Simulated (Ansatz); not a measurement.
# SiW3: a one-atom displacement scan and further scans

The task, for SiW3: map the energy as atom 2 (W) is pushed off its site and measure how stiffly atom 2 (W) is held.

Method: DFT r2SCAN, scalar-relativistic, plane waves, PAW, in Ansatz 0.2.0.

1 further run of the same task is left out (it didn't finish).

## 1. The system as given

It takes space group Im-3m (No. 229, cubic). The conventional cell has a = 5.178 Å, b = 5.178 Å, c = 5.178 Å, α = 90.00°, β = 90.00°, γ = 90.00°. Si (site symmetry m-3m) has 6 W at 2.59 Å as nearest neighbours. W (site symmetry 4/mmm) has 2 Si at 2.59 Å and 4 W at 2.59 Å as nearest neighbours.

As a file:

```
Si W
1.0
    -2.58915    2.58915    2.58915
     2.58915   -2.58915    2.58915
     2.58915    2.58915   -2.58915
Si W
1 3
Direct
  0.00000 0.00000 0.00000
  0.50000 0.50000 0.00000
  0.50000 0.00000 0.50000
  0.00000 0.50000 0.50000
```

It goes back to an entry of the Materials Project, which need not be the stable form.

This cell was relaxed beforehand with the same method: volume 17.36 Å³/atom, gap on the mesh none (metal).

## 2. The scan: a one-atom displacement scan

Atom 2 (W) is moved by x along the Cartesian unit vector (0.000, 0.000, -1.000); the cell and all other atoms stay fixed. Forces below are components along that vector, summed over the moved atoms. In a periodic cell its images move with it.

## 3. x = -0.300 Å

The input, input.yaml:

```yaml
crystal:
  lattice:
    - [-2.5891531054, 2.5891531054, 2.5891531054]
    - [2.5891531054, -2.5891531054, 2.5891531054]
    - [2.5891531054, 2.5891531054, -2.5891531054]
  atoms:
    - { symbol: Si, position: [0.0, 0.0, 0.0] }
    - { symbol: W, position: [0.5579340015, 0.5579340015, 0.0] }
    - { symbol: W, position: [0.5, 0.0, 0.5] }
    - { symbol: W, position: [0.0, 0.5, 0.5] }
basis:
  ecutwfc: 500
kpoints:
  mp_grid: { grid: [14, 14, 14] }
hamiltonian:
  xc: r2scan
scf:
  occupations: { method: gaussian, width: 0.15 }
output:
  forces: true
  stress: true
  eigenvalues: true
```

Started as:

```
$ ansatz run input.yaml --threads 1 --pin off --max-ram 2560MiB --backend cpu --events-out ev --progress --plain --runs-dir out
```

The program printed, shortened:

```text
Warning: RAYON_NUM_THREADS=1 ignored (pool sized by the plan → 1); use --threads N
[...]
Pseudopotentials: kind: paw
Pseudopotential: Si, paw, valence charge 4, recommended cutoff 500 eV (meta_gga), Si.paw.azcp
Pseudopotential: W, paw, valence charge 14, recommended cutoff 500 eV (meta_gga), W.paw.azcp
Functional definition: r2SCAN
[...]
Crystal: 4 atoms, lattice volume = 69.428 Å³
Basis set: ecut = 500 eV, 1745 PW (Γ), exchange–correlation on 144×144×144 points (64 copies of the dense FFT grid, shifted against one another)
Bands: 28, of which v1, the nominal top of the filled ones, is band 23 counted from 1 (22 counted from 0)
Symmetry: 8 space group operations
Space group: I4mm (ITA 107), of the structure as read, at distance tolerance 4.1e-5 Å
k-points: 244 of 2744 (time reversal used)
[...]
SCF iter   1: F=—  HF=-31825.019497 eV  |F-HF|=—  |Δ(HF+E_count)|=         —  Δρ=7.99e-3  dr2=2.73e-2  dr2_τ=1.17e-1  ethr=1.77e-3  ⟨swp⟩=5.0  Hψ=29259  notcnv=0
[...]
SCF iter   7: F=-31825.115859 eV  HF=-31825.115859 eV  |F-HF|=2.52e-7  |Δ(HF+E_count)|=   3.45e-6  Δρ=1.21e-5  dr2=8.25e-8  dr2_τ=4.34e-9  ethr=2.17e-10  ⟨swp⟩=5.1  Hψ=31254  notcnv=0
[...]
SCF converged after 7 iterations
Free energy (F): -31825.115859 eV
[...]
E sigma→0 (E₀):  -31825.093893 eV
Entropy (-TS):   -0.043933 eV (-10.983 meV/atom)
Fermi energy:    17.014061 eV
[...]
--- Forces (eV/Å), atoms counted from 1 ---
  atom   1  Si     0.00000000    -0.00000000     3.29175655
  atom   2  W     -0.00000000     0.00000000    -0.26856912
  atom   3  W      0.00000000     0.00000000    -1.51158298
  atom   4  W     -0.00000000     0.00000000    -1.51158298
[...]
--- Stress (GPa, compression-positive) ---
       -3.735997       0.000000       0.000000
        0.000000      -3.735997       0.000000
        0.000000       0.000000      14.728718
  P = ⅓ Tr σ = 2.4189 GPa (24.189 kbar)
--- Band table (eV; the first three rows and the last of 244) ---
[...]
```

It took 32 s on 1 thread of AMD EPYC 9R45 (Zen 5), shared host; peak memory 0.86 GiB.

## 4. Point x = 0.200 Å

input.yaml, as its differences from that of step 3:

```diff
@@ -7,3 +7,3 @@
     - { symbol: Si, position: [0.0, 0.0, 0.0] }
-    - { symbol: W, position: [0.5579340015, 0.5579340015, 0.0] }
+    - { symbol: W, position: [0.4613773323, 0.4613773323, 0.0] }
     - { symbol: W, position: [0.5, 0.0, 0.5] }
```

Started as:

```
$ ansatz run input.yaml --threads 1 --pin off --max-ram 2560MiB --backend cpu --events-out ev --progress --plain --runs-dir out
```

The program printed, shortened:

```text
Warning: RAYON_NUM_THREADS=1 ignored (pool sized by the plan → 1); use --threads N
[...]
[... 4 set-up lines as earlier in the session ...]
[...]
Crystal: 4 atoms, lattice volume = 69.428 Å³
Basis set: ecut = 500 eV, 1745 PW (Γ), exchange–correlation on 144×144×144 points (64 copies of the dense FFT grid, shifted against one another)
Bands: 28, of which v1, the nominal top of the filled ones, is band 23 counted from 1 (22 counted from 0)
[... 2 set-up lines as earlier in the session ...]
k-points: 244 of 2744 (time reversal used)
[...]
SCF iter   1: F=—  HF=-31825.013869 eV  |F-HF|=—  |Δ(HF+E_count)|=         —  Δρ=6.96e-3  dr2=1.73e-2  dr2_τ=1.09e-1  ethr=1.77e-3  ⟨swp⟩=5.0  Hψ=29279  notcnv=0
[...]
SCF iter   8: F=-31825.109448 eV  HF=-31825.109448 eV  |F-HF|=1.18e-8  |Δ(HF+E_count)|=   4.59e-7  Δρ=3.30e-6  dr2=6.23e-9  dr2_τ=2.81e-10  ethr=2.17e-10  ⟨swp⟩=6.6  Hψ=27869  notcnv=0
[...]
SCF converged after 8 iterations
Free energy (F): -31825.109448 eV
[...]
E sigma→0 (E₀):  -31825.084992 eV
Entropy (-TS):   -0.048913 eV (-12.228 meV/atom)
Fermi energy:    17.019815 eV
[...]
--- Forces (eV/Å), atoms counted from 1 ---
  atom   1  Si    -0.00000000    -0.00000000    -1.92873561
  atom   2  W      0.00000000    -0.00000000    -0.23367515
  atom   3  W     -0.00000000    -0.00000000     1.08119774
  atom   4  W      0.00000000    -0.00000000     1.08119774
[...]
--- Stress (GPa, compression-positive) ---
       -1.529490       0.000000       0.000000
        0.000000      -1.529490       0.000000
        0.000000      -0.000000       6.439824
  P = ⅓ Tr σ = 1.1269 GPa (11.269 kbar)
--- Band table (eV; the first three rows and the last of 244) ---
[...]
```

Wall time 33 s (1 thread of AMD EPYC 9R45 (Zen 5), shared host); peak memory 0.86 GiB.

## 5. x = -0.100 Å

input.yaml, as its differences from that of step 4:

```diff
@@ -7,3 +7,3 @@
     - { symbol: Si, position: [0.0, 0.0, 0.0] }
-    - { symbol: W, position: [0.4613773323, 0.4613773323, 0.0] }
+    - { symbol: W, position: [0.5193113338, 0.5193113338, 0.0] }
     - { symbol: W, position: [0.5, 0.0, 0.5] }
```

Started as:

```
$ ansatz run input.yaml --threads 1 --pin off --max-ram 2560MiB --backend cpu --events-out ev --progress --plain --runs-dir out
```

The program printed, shortened:

```text
Warning: RAYON_NUM_THREADS=1 ignored (pool sized by the plan → 1); use --threads N
[...]
[... 4 set-up lines as earlier in the session ...]
[...]
Crystal: 4 atoms, lattice volume = 69.428 Å³
Basis set: ecut = 500 eV, 1745 PW (Γ), exchange–correlation on 144×144×144 points (64 copies of the dense FFT grid, shifted against one another)
Bands: 28, of which v1, the nominal top of the filled ones, is band 23 counted from 1 (22 counted from 0)
[... 2 set-up lines as earlier in the session ...]
k-points: 244 of 2744 (time reversal used)
[...]
SCF iter   1: F=—  HF=-31824.989440 eV  |F-HF|=—  |Δ(HF+E_count)|=         —  Δρ=6.17e-3  dr2=1.08e-2  dr2_τ=1.04e-1  ethr=1.77e-3  ⟨swp⟩=5.0  Hψ=29271  notcnv=0
[...]
SCF iter   8: F=-31825.084322 eV  HF=-31825.084322 eV  |F-HF|=1.23e-8  |Δ(HF+E_count)|=   8.27e-7  Δρ=3.60e-6  dr2=9.77e-9  dr2_τ=3.76e-10  ethr=2.17e-10  ⟨swp⟩=6.8  Hψ=29220  notcnv=0
[...]
SCF converged after 8 iterations
Free energy (F): -31825.084322 eV
[...]
E sigma→0 (E₀):  -31825.059555 eV
Entropy (-TS):   -0.049534 eV (-12.384 meV/atom)
Fermi energy:    17.028623 eV
[...]
--- Forces (eV/Å), atoms counted from 1 ---
  atom   1  Si     0.00000000     0.00000000     0.88328361
  atom   2  W     -0.00000000     0.00000000     0.25152912
  atom   3  W      0.00000000    -0.00000000    -0.56740497
  atom   4  W     -0.00000000    -0.00000000    -0.56740497
[...]
--- Stress (GPa, compression-positive) ---
       -0.265808       0.000000       0.000000
        0.000000      -0.265808       0.000000
        0.000000      -0.000000       1.572530
  P = ⅓ Tr σ = 0.3470 GPa (3.470 kbar)
--- Band table (eV; the first three rows and the last of 244) ---
[...]
```

It took 34 s on 1 thread of AMD EPYC 9R45 (Zen 5), shared host; peak memory 0.86 GiB.

## 6. Results of the scan

The scan, with free energies counted from the undisturbed cell:

| x (Å) | ΔE (meV/cell) | force on the moved atoms (eV/Å) | pressure (GPa) |
| --- | --- | --- | --- |
| -0.300 | -47.2 | 0.269 | 2.4 |
| -0.100 | -15.6 | -0.252 | 0.3 |
| 0.000 | 0.0 | 0.000 | 0.0 |
| 0.200 | -40.8 | 0.234 | 1.1 |

## 7. Next: moving one atom along a line

Atom 2 (W) is moved by x along the Cartesian unit vector (0.000, 0.000, 1.000); the cell and all other atoms stay fixed. Forces below are components along that vector, summed over the moved atoms. In a periodic cell its images move with it.

## 8. x = -0.100 Å

input.yaml, as its differences from that of step 5:

```diff
@@ -7,3 +7,3 @@
     - { symbol: Si, position: [0.0, 0.0, 0.0] }
-    - { symbol: W, position: [0.5193113338, 0.5193113338, 0.0] }
+    - { symbol: W, position: [0.4806886662, 0.4806886662, 0.0] }
     - { symbol: W, position: [0.5, 0.0, 0.5] }
```

Started as:

```
$ ansatz run input.yaml --threads 1 --pin off --max-ram 2560MiB --backend cpu --events-out ev --progress --plain --runs-dir out
```

The program printed, shortened:

```text
Warning: RAYON_NUM_THREADS=1 ignored (pool sized by the plan → 1); use --threads N
[...]
[... 4 set-up lines as earlier in the session ...]
[...]
Crystal: 4 atoms, lattice volume = 69.428 Å³
Basis set: ecut = 500 eV, 1745 PW (Γ), exchange–correlation on 144×144×144 points (64 copies of the dense FFT grid, shifted against one another)
Bands: 28, of which v1, the nominal top of the filled ones, is band 23 counted from 1 (22 counted from 0)
[... 2 set-up lines as earlier in the session ...]
k-points: 244 of 2744 (time reversal used)
[...]
SCF iter   1: F=—  HF=-31824.989440 eV  |F-HF|=—  |Δ(HF+E_count)|=         —  Δρ=6.17e-3  dr2=1.08e-2  dr2_τ=1.04e-1  ethr=1.77e-3  ⟨swp⟩=5.0  Hψ=29273  notcnv=0
[...]
SCF iter   8: F=-31825.084322 eV  HF=-31825.084322 eV  |F-HF|=1.22e-8  |Δ(HF+E_count)|=   8.27e-7  Δρ=3.60e-6  dr2=9.77e-9  dr2_τ=3.77e-10  ethr=2.17e-10  ⟨swp⟩=6.8  Hψ=29224  notcnv=0
[...]
SCF converged after 8 iterations
Free energy (F): -31825.084322 eV
[...]
E sigma→0 (E₀):  -31825.059555 eV
Entropy (-TS):   -0.049534 eV (-12.384 meV/atom)
Fermi energy:    17.028623 eV
[...]
--- Forces (eV/Å), atoms counted from 1 ---
  atom   1  Si    -0.00000000    -0.00000000    -0.88328372
  atom   2  W      0.00000000     0.00000000    -0.25152901
  atom   3  W     -0.00000000     0.00000000     0.56740496
  atom   4  W      0.00000000     0.00000000     0.56740496
[...]
--- Stress (GPa, compression-positive) ---
       -0.265808       0.000000       0.000000
        0.000000      -0.265808      -0.000000
        0.000000      -0.000000       1.572531
  P = ⅓ Tr σ = 0.3470 GPa (3.470 kbar)
--- Band table (eV; the first three rows and the last of 244) ---
[...]
```

Run time: 33 s. Hardware: 1 thread of AMD EPYC 9R45 (Zen 5), shared host; peak memory 0.85 GiB.

## 9. Point x = 0.075 Å

input.yaml, as its differences from that of step 8:

```diff
@@ -7,3 +7,3 @@
     - { symbol: Si, position: [0.0, 0.0, 0.0] }
-    - { symbol: W, position: [0.4806886662, 0.4806886662, 0.0] }
+    - { symbol: W, position: [0.5144835004, 0.5144835004, 0.0] }
     - { symbol: W, position: [0.5, 0.0, 0.5] }
```

Started as:

```
$ ansatz run input.yaml --threads 1 --pin off --max-ram 2560MiB --backend cpu --events-out ev --progress --plain --runs-dir out
```

The program printed, shortened:

```text
Warning: RAYON_NUM_THREADS=1 ignored (pool sized by the plan → 1); use --threads N
[...]
[... 4 set-up lines as earlier in the session ...]
[...]
Crystal: 4 atoms, lattice volume = 69.428 Å³
Basis set: ecut = 500 eV, 1745 PW (Γ), exchange–correlation on 144×144×144 points (64 copies of the dense FFT grid, shifted against one another)
Bands: 28, of which v1, the nominal top of the filled ones, is band 23 counted from 1 (22 counted from 0)
[... 2 set-up lines as earlier in the session ...]
k-points: 244 of 2744 (time reversal used)
[...]
SCF iter   1: F=—  HF=-31824.983630 eV  |F-HF|=—  |Δ(HF+E_count)|=         —  Δρ=6.03e-3  dr2=9.75e-3  dr2_τ=1.03e-1  ethr=1.77e-3  ⟨swp⟩=5.0  Hψ=29253  notcnv=0
[...]
SCF iter   7: F=-31825.078298 eV  HF=-31825.078298 eV  |F-HF|=2.14e-7  |Δ(HF+E_count)|=   3.32e-6  Δρ=1.25e-5  dr2=7.33e-8  dr2_τ=1.15e-8  ethr=2.17e-10  ⟨swp⟩=4.5  Hψ=32202  notcnv=0
[...]
SCF converged after 7 iterations
Free energy (F): -31825.078298 eV
[...]
E sigma→0 (E₀):  -31825.053155 eV
Entropy (-TS):   -0.050286 eV (-12.572 meV/atom)
Fermi energy:    17.033438 eV
[...]
--- Forces (eV/Å), atoms counted from 1 ---
  atom   1  Si     0.00000000    -0.00000000     0.65163451
  atom   2  W     -0.00000000    -0.00000000     0.22625364
  atom   3  W      0.00000000     0.00000000    -0.43894950
  atom   4  W     -0.00000000     0.00000000    -0.43894950
[...]
--- Stress (GPa, compression-positive) ---
       -0.121149       0.000000       0.000000
        0.000000      -0.121149       0.000000
        0.000000       0.000000       0.892978
  P = ⅓ Tr σ = 0.2169 GPa (2.169 kbar)
--- Band table (eV; the first three rows and the last of 244) ---
[...]
```

It took 33 s on 1 thread of AMD EPYC 9R45 (Zen 5), shared host; peak memory 0.85 GiB.

## 10. Point x = -0.050 Å

input.yaml, as its differences from that of step 9:

```diff
@@ -7,3 +7,3 @@
     - { symbol: Si, position: [0.0, 0.0, 0.0] }
-    - { symbol: W, position: [0.5144835004, 0.5144835004, 0.0] }
+    - { symbol: W, position: [0.4903443331, 0.4903443331, 0.0] }
     - { symbol: W, position: [0.5, 0.0, 0.5] }
@@ -22 +22,5 @@
   eigenvalues: true
+  write_density: true
+  write_potential: true
+  elf: true
+  volumetric_format: npy
```

Started as:

```
$ ansatz run input.yaml --threads 1 --pin off --max-ram 2560MiB --backend cpu --events-out ev --progress --plain --runs-dir out
```

The program printed, shortened:

```text
Warning: RAYON_NUM_THREADS=1 ignored (pool sized by the plan → 1); use --threads N
[...]
[... 4 set-up lines as earlier in the session ...]
[...]
Crystal: 4 atoms, lattice volume = 69.428 Å³
Basis set: ecut = 500 eV, 1745 PW (Γ), exchange–correlation on 144×144×144 points (64 copies of the dense FFT grid, shifted against one another)
Bands: 28, of which v1, the nominal top of the filled ones, is band 23 counted from 1 (22 counted from 0)
[... 2 set-up lines as earlier in the session ...]
k-points: 244 of 2744 (time reversal used)
[...]
SCF iter   1: F=—  HF=-31824.978798 eV  |F-HF|=—  |Δ(HF+E_count)|=         —  Δρ=5.93e-3  dr2=8.98e-3  dr2_τ=1.03e-1  ethr=1.77e-3  ⟨swp⟩=5.0  Hψ=29244  notcnv=0
[...]
SCF iter   7: F=-31825.073247 eV  HF=-31825.073247 eV  |F-HF|=2.46e-7  |Δ(HF+E_count)|=   4.06e-6  Δρ=1.19e-5  dr2=7.94e-8  dr2_τ=6.61e-9  ethr=2.17e-10  ⟨swp⟩=8.8  Hψ=49916  notcnv=0
[...]
SCF converged after 7 iterations
Free energy (F): -31825.073247 eV
[...]
E sigma→0 (E₀):  -31825.047595 eV
Entropy (-TS):   -0.051305 eV (-12.826 meV/atom)
Fermi energy:    17.037881 eV
[...]
--- Forces (eV/Å), atoms counted from 1 ---
  atom   1  Si    -0.00000000    -0.00000000    -0.42851892
  atom   2  W      0.00000000     0.00000000    -0.17291896
  atom   3  W     -0.00000000     0.00000000     0.30072472
  atom   4  W      0.00000000    -0.00000000     0.30072472
[...]
--- Stress (GPa, compression-positive) ---
       -0.029828      -0.000000       0.000000
       -0.000000      -0.029828      -0.000000
        0.000000       0.000000       0.413754
  P = ⅓ Tr σ = 0.1180 GPa (1.180 kbar)
--- Band table (eV; the first three rows and the last of 244) ---
[...]
```

It took 41 s on 1 thread of AMD EPYC 9R45 (Zen 5), shared host; peak memory 0.85 GiB.

The maps below are laid out on this run's own conventional cell (a, b, c = 5.178, 5.178, 5.178 Å).

Density in a lattice plane of the grid's cell (edges 5.18 and 5.18 Å, at 0.000 of the third edge), which holds Si and W.

Ten even steps from '0' (0.03 e/Å³) to '9' (5.14 e/Å³):
```
000000002589998520000000
000000001258875210000000
000000000123432100000000
000000000011111000000000
000000000000100000000000
100000000011111000000000
321000000123432100000012
874210001357875310001247
998521012589998521012589
799631113699799631113699
899521012589998521012599
986310001358885310001368
442100000123432100000124
110000000011111000000001
000000000000100000000000
000000000011111000000000
000000000123432100000000
000000001257885210000000
000000002589998520000000
000000012699799621000000
```
Columns run along the first of these edges and rows up along the second, over one cell in 24 and 20 even steps from the bottom left corner. Atoms in the plane (fractional): Si at (0.00, 0.00), W at (0.00, 0.49), W at (0.50, 0.50), W at (0.50, 0.00).

ELF in the same plane.

Values, 12 rows by 12 columns:
```
0.27 0.45 0.70 0.44 0.32 0.68 0.61 0.68 0.33 0.44 0.70 0.44
0.68 0.69 0.61 0.40 0.22 0.37 0.55 0.37 0.22 0.40 0.61 0.69
0.48 0.44 0.41 0.43 0.41 0.40 0.40 0.40 0.41 0.43 0.41 0.44
0.48 0.28 0.23 0.42 0.29 0.38 0.55 0.38 0.29 0.42 0.23 0.28
0.69 0.67 0.34 0.40 0.38 0.68 0.61 0.68 0.38 0.40 0.34 0.67
0.00 0.61 0.54 0.41 0.55 0.61 0.00 0.61 0.55 0.41 0.54 0.61
0.53 0.69 0.40 0.40 0.38 0.68 0.61 0.68 0.38 0.40 0.40 0.69
0.58 0.37 0.22 0.42 0.30 0.38 0.55 0.38 0.30 0.42 0.22 0.37
0.47 0.43 0.40 0.45 0.43 0.40 0.40 0.40 0.43 0.45 0.40 0.43
0.71 0.71 0.61 0.41 0.22 0.37 0.55 0.37 0.23 0.41 0.61 0.71
0.29 0.45 0.69 0.43 0.32 0.68 0.61 0.68 0.32 0.43 0.69 0.45
0.64 0.28 0.70 0.48 0.53 0.63 0.00 0.63 0.53 0.48 0.70 0.28
```
Columns run along the first of these edges and rows up along the second, over one cell in 12 and 12 even steps from the bottom left corner. Atoms in the plane (fractional): Si at (0.00, 0.00), W at (0.00, 0.49), W at (0.50, 0.50), W at (0.50, 0.00).

Both are smooth fields of the valence electrons: close to the nuclei they are not physical.

Maxima of ELF outside the ion cores: 0.74 on the Si–W line, 1.0 Å from Si; 0.73 in the shell around Si, 1.0 Å from Si; 0.47 between the atoms, 1.7 Å from W.

## 11. All points together

Collected from the runs (energy zero: the undisturbed cell):

| x (Å) | ΔE (meV/cell) | force on the moved atoms (eV/Å) | pressure (GPa) |
| --- | --- | --- | --- |
| -0.100 | -15.6 | -0.252 | 0.3 |
| -0.050 | -4.6 | -0.173 | 0.1 |
| 0.000 | 0.0 | 0.000 | 0.0 |
| 0.075 | -9.6 | 0.226 | 0.2 |

## 12. What came out

| quantity | value |
| --- | --- |
| force constant along x, from the points at -0.100, 0 and 0.200 Å (one-atom displacement scan, step 2) | -2.07 eV/Å² |
| force constant along x, from the points at -0.050, 0 and 0.075 Å (moving one atom along a line, step 7) | -3.28 eV/Å² |

One-atom displacement scan, step 2: near the site the force constant is -2.07 eV/Å², so the site is no minimum along this line. The step of 0.20 Å is wide, so anharmonic terms mix in. The undisturbed cell is not the lowest point: the energy is 47.2 meV/cell lower at x = -0.300. Moving one atom along a line, step 7: the restoring force grows by -3.28 eV/Å per Å near the site, so the site is no minimum along this line. The energy drops below the reference, by 15.6 meV/cell at x = -0.100. The runs treat W without spin-orbit coupling.
